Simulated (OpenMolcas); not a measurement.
**SnH2Cl2 (SMILES [Cl][SnH2][Cl]) at 6 levels**

Wanted: a comparison of 6 runs (BLYP/def2-SVPD, M06-L/def2-SVPD, TPSS/def2-SVPD, r2SCAN/def2-SVPD, revPBE/def2-SVPD, CCSD(T)/def2-SVPD) of SnH2Cl2. 

The calculation is run with OpenMolcas 26.06.

**1. The molecule**

The species is SnH2Cl2 (5 atoms), meant as a singlet with charge 0. SMILES: `[Cl][SnH2][Cl]`. The coordinates come from a PBE0-D4/def2-TZVP relaxation.

Bond lengths: Cl1–Sn2 2.316 Å, Sn2–Cl3 2.316 Å, Sn2–H4 1.695 Å, Sn2–H5 1.695 Å. Angles: Cl1–Sn2–Cl3 106.5°, Cl1–Sn2–H4 107.8°, Cl1–Sn2–H5 107.8°, Cl3–Sn2–H4 107.8°, Cl3–Sn2–H5 107.8°, H4–Sn2–H5 118.6°.

**2. Energy and forces at BLYP/def2-SVPD (core potential) (run 1)**

The input, run.inp:

```
* Cl2H2Sn Kohn-Sham DFT

&GATEWAY
  BasLib=$CurrDir
  BasisSet
  Cl.def2-SVPD....
  Cl1 -1.795300 -0.326200 1.206500 angstrom
  Cl3 -0.250400 1.295500 -1.753900 angstrom
  End of Basis
  BasisSet
  Sn.def2-SVPD....
  Sn2 0.192400 -0.102900 0.038600 angstrom
  End of Basis
  BasisSet
  H.def2-SVPD....
  H4 0.602200 -1.626300 -0.582100 angstrom
  H5 1.301000 0.686300 1.049400 angstrom
  End of Basis

&SEWARD
  GridInput
  Grid=UltraFine
  End of Grid

&SCF
  KSDFT=BLYP
  Thresholds=1e-10 1e-07 1e-07 1e-05
  PrOrbitals=1 2

&ALASKA
```

The basis set def2-SVPD is read from a file made from the Basis Set Exchange's data (not shown).

Command:

```sh
$ export MOLCAS_MEM=1860
$ pymolcas run.inp > run.log
```

The log of the run:

```text
--- Start Module: gateway ---
[...]
--- Stop Module: gateway /rc=_RC_ALL_IS_WELL_ ---
[...]
      Basis functions          102
[...]
--- Start Module: scf ---
[...]
       Convergence after  16 Iterations
[...]
::    Total KS-DFT energy                           -1135.6186694954
[...]
      Total spin, S                                     0.0000000000
[...]
      Total electronic charge=   58.000000
      Total            charge=   -0.000000
[...]
      Dipole Moment (debye):
      Origin of the operator (angstrom)=   -0.2426    0.1074   -0.0732
                   X=  2.2364E+00               Y= -1.0811E+00               Z=  5.7475E-01           Total=  2.5496E+00
      Quadrupole Moment (debye*angstrom):
[...]
--- Stop Module: scf /rc=_RC_ALL_IS_WELL_ ---
[...]
--- Start Module: alaska ---
[...]
 *              Molecular gradients               *
 **************************************************
  Irreducible representation: a
 ------------------------------------------------------------------------------------------
                              X                       Y                       Z
 ------------------------------------------------------------------------------------------
  CL1               2.08831852904581E-02    2.74908017682396E-03   -1.28418544166671E-02
  CL3               4.12925166678502E-03   -1.48480849179045E-02    1.92776165482798E-02
  SN2              -1.84436928800302E-02    8.94806015573657E-03   -4.73142932437298E-03
  H4               -1.80295302685574E-03    6.44956507165517E-03    2.59102066335437E-03
  H5               -4.76579105036290E-03   -3.29862048628948E-03   -4.29535347070509E-03
 ------------------------------------------------------------------------------------------
--- Stop Module: alaska /rc=_RC_ALL_IS_WELL_ ---
[...]
```

Wall time 31 s (1 thread of Arm Neoverse V2, shared host); peak memory 0.57 GiB.

**3. Energy and gradient at M06-L/def2-SVPD (core potential) (run 2)**

The input, calc.input:

```
* Cl2H2Sn Kohn-Sham DFT
>>> EXPORT MOLCAS_PRINT=2

&gateway
  baslib = $CurrDir
  basisset
  Cl.def2-SVPD....
  Cl1 -1.795300 -0.326200 1.206500 angstrom
  Cl3 -0.250400 1.295500 -1.753900 angstrom
  End of Basis
  basisset
  Sn.def2-SVPD....
  Sn2 0.192400 -0.102900 0.038600 angstrom
  End of Basis
  basisset
  H.def2-SVPD....
  H4 0.602200 -1.626300 -0.582100 angstrom
  H5 1.301000 0.686300 1.049400 angstrom
  End of Basis

&seward
  gridinput
  Grid=UltraFine
  End of Grid

&scf
  ksdft = M06L
  thresholds = 1e-10 1e-07 1e-07 1e-05
  prorbitals = 1 1

&alaska
```

The basis set def2-SVPD is read from a file made from the Basis Set Exchange's data (not shown).

Command:

```sh
$ export MOLCAS_MEM=1860
$ pymolcas calc.input > calc.log
```

The log of the run:

```text
--- Start Module: gateway ---
[...]
--- Stop Module: gateway /rc=_RC_ALL_IS_WELL_ ---
[...]
      Basis functions          102
[...]
--- Start Module: scf ---
[...]
       Convergence after  14 Iterations
[...]
::    Total KS-DFT energy                           -1135.8603993869
[...]
      Total spin, S                                     0.0000000000
[...]
      Total electronic charge=   58.000000
      Total            charge=   -0.000000
[...]
      Dipole Moment (debye):
      Origin of the operator (angstrom)=   -0.2426    0.1074   -0.0732
                   X=  2.4940E+00               Y= -1.2056E+00               Z=  6.4096E-01           Total=  2.8433E+00
      Quadrupole Moment (debye*angstrom):
[...]
--- Stop Module: scf /rc=_RC_ALL_IS_WELL_ ---
[...]
--- Start Module: alaska ---
[...]
 *              Molecular gradients               *
 **************************************************
  Irreducible representation: a
 ------------------------------------------------------------------------------------------
                              X                       Y                       Z
 ------------------------------------------------------------------------------------------
  CL1               1.32639611195557E-02    1.62561378283677E-03   -7.98603319735491E-03
  CL3               2.78095866860428E-03   -9.38922145155274E-03    1.21173078776380E-02
  SN2              -1.27751138847536E-02    6.20814302164518E-03   -3.27385818251180E-03
  H4               -7.99165579227878E-04    3.51463105235705E-03    1.50677527217447E-03
  H5               -2.47064032420319E-03   -1.95916640530047E-03   -2.36419176996527E-03
 ------------------------------------------------------------------------------------------
--- Stop Module: alaska /rc=_RC_ALL_IS_WELL_ ---
[...]
```

Run time: 38 s. Hardware: 1 thread of Arm Neoverse V2, shared host; peak memory 0.57 GiB.

Runs 3 to 5 aren't shown in full; the table further down has their settings and results.

**4. The energy at CCSD(T)/def2-SVPD (Cholesky decomposition, core potential) (run 6)**

The input, calc.input:

```
* Cl2H2Sn CCSD(T)
&gateway
baslib = $CurrDir
coord
5
angstrom
Cl      -1.795300      -0.326200       1.206500
Sn       0.192400      -0.102900       0.038600
Cl      -0.250400       1.295500      -1.753900
H        0.602200      -1.626300      -0.582100
H        1.301000       0.686300       1.049400
basis = def2-SVPD
group = NoSym
&seward
high
&scf
thresholds = 1e-10 1e-07 1e-07 1e-05
prorbitals = 0
&chcc
frozen = 14
threshold = 1e-08
maxiterations = 80
&cht3
frozen = 14
```

The basis set def2-SVPD is read from a file made from the Basis Set Exchange's data (not shown).

Command:

```sh
$ export MOLCAS_MEM=1860
$ pymolcas calc.input > calc.log
```

The log of the run:

```text
--- Start Module: gateway ---
[...]
--- Stop Module: gateway /rc=_RC_ALL_IS_WELL_ ---
[...]
      Basis functions          102
[...]
       Convergence after  12 Iterations
[...]
::    Total SCF energy                              -1133.3124188301
[...]
      Total spin, S                                     0.0000000000
[...]
      Total electronic charge=   58.000000
      Total            charge=   -0.000000
[...]
      Dipole Moment (debye):
      Origin of the operator (angstrom)=   -0.2426    0.1074   -0.0732
                   X=  2.5647E+00               Y= -1.2398E+00               Z=  6.5914E-01           Total=  2.9239E+00
      Quadrupole Moment (debye*angstrom):
[...]
--- Start Module: chcc ---
[...]
--- Stop Module: chcc /rc=_RC_ALL_IS_WELL_ ---
[...]
--- Start Module: cht3 ---
[...]
--- Stop Module: cht3 /rc=_RC_ALL_IS_WELL_ ---
[...]
```

It took 3 min on 1 thread of Arm Neoverse V2, shared host; peak memory 0.17 GiB.

**5. All runs side by side**

| run | level | integral approximation | task | energy (Eh) | dipole moment (D) of the reference | HOMO energy (eV) | LUMO energy (eV) | wall time |
| --- | --- | --- | --- | --- | --- | --- | --- | --- |
| 1 | BLYP/def2-SVPD (core potential) | none | gradient | -1135.618669 | 2.55 | -7.52 | -2.44 | 31 s |
| 2 | M06-L/def2-SVPD (core potential) | none | gradient | -1135.860399 | 2.84 | -7.89 | -1.92 | 38 s |
| 3 | TPSS/def2-SVPD (core potential) | none | gradient | -1135.651562 | 2.60 | -7.85 | -2.36 | 40 s |
| 4 | r2SCAN/def2-SVPD (core potential) | none | gradient | -1135.713646 | 2.68 | -8.02 | -2.20 | 38 s |
| 5 | revPBE/def2-SVPD (core potential) | none | gradient | -1135.563716 | 2.58 | -7.65 | -2.43 | 30 s |
| 6 | CCSD(T)/def2-SVPD (Cholesky decomposition, core potential) | CD high | energy | -1133.771094 | 2.92 | -12.17 | 1.41 | 3 min |

**6. Summary of results**

| quantity | value |
| --- | --- |
| run 6: total energy | -1133.77109 Eh |
| run 6: dipole moment (mean-field density) | 2.92 D |
| run 6: HOMO energy (Hartree–Fock orbitals) | -12.17 eV |
| run 6: LUMO energy (Hartree–Fock orbitals) | 1.41 eV |
| run 6: HOMO–LUMO gap (Hartree–Fock orbitals) | 13.59 eV |
| run 6: correlation energy (14 core orbitals frozen) | -458.7 mEh |
| run 6: (T) correction | -12.32 mEh |

In words: Over runs 1, 2, 3, 4, 5 the dipole moment (its size) runs from 2.55 D (BLYP/def2-SVPD) to 2.84 D (M06-L/def2-SVPD). Over runs 1, 2, 3, 4, 5 the HOMO–LUMO gap runs from 5.08 eV (BLYP/def2-SVPD) to 5.97 eV (M06-L/def2-SVPD). Totals of different functionals can't be ranked against each other. All runs together took 6 min, the longest 3 min.
